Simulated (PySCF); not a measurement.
# H2HfS2 (Hf(SH)22+): the cost of one run

The runs use PySCF 2.14.0; several levels, as the steps say, no spin–orbit coupling.

1 further run of the same task is left out (for a known fault of the program).

## Step 1: Where the work starts

5 atoms, charge 2, spin multiplicity 1.

Bond lengths: Hf1–S2 2.300 Å, Hf1–S4 2.300 Å, S2–H3 1.373 Å, S4–H5 1.373 Å. Angles: S2–Hf1–S4 92.0°, Hf1–S2–H3 96.8°, Hf1–S4–H5 96.8°.

Geometry (Å):

```
Hf    0.0000    0.0000   -0.7951
S     1.6527   -0.0889    0.8020
H     2.7078   -0.2346   -0.0641
S    -1.6527    0.0889    0.8020
H    -2.7078    0.2346   -0.0641
```

Formal oxidation states: Hf +4. An earlier session relaxed this geometry at PBE0, Hf def2-SVP with ECP60, S def2-SVP, H def2-SVP (singlet, point group C2).

At PBE0 on the finer grid: E = -844.343866 Eh, HOMO -18.83 eV, LUMO -14.29 eV, Mulliken charge on Hf1 +1.35 e, largest force component 0.009 eV/Å. 

Levels to run: r2SCAN; TPSSh; PBE0, TZVP. Hardware: 2 threads of Arm Neoverse V2, shared host.

## Step 2: r2SCAN

File run.py (the lines that set the calculation):

```python
mol = gto.M(atom='''
Hf     0.00000     0.00000    -0.79511
S      1.65274    -0.08892     0.80196
H      2.70782    -0.23462    -0.06406
S     -1.65274     0.08892     0.80196
H     -2.70782     0.23462    -0.06406''',
    basis={'Hf': 'def2-SVP', 'S': 'def2-SVP', 'H': 'def2-SVP'},
    ecp={'Hf': 'def2-SVP'},
    charge=2, spin=0)
mf = dft.RKS(mol, xc='R2SCAN')
mf.grids.atom_grid = (75, 302)
mf = mf.density_fit()  # fitting sets: Hf def2-universal-JKFIT, S def2-universal-JKFIT, H def2-universal-JKFIT
mf.conv_tol = 1e-08; mf.max_cycle = 55
mf.kernel(dm0)  # dm0: the density of the relaxed state
```

The run is started by

```sh
OMP_NUM_THREADS=2 python run.py
```

**Question.** How long does this run take on 2 threads of Arm Neoverse V2, shared host?

About 3.7 s.
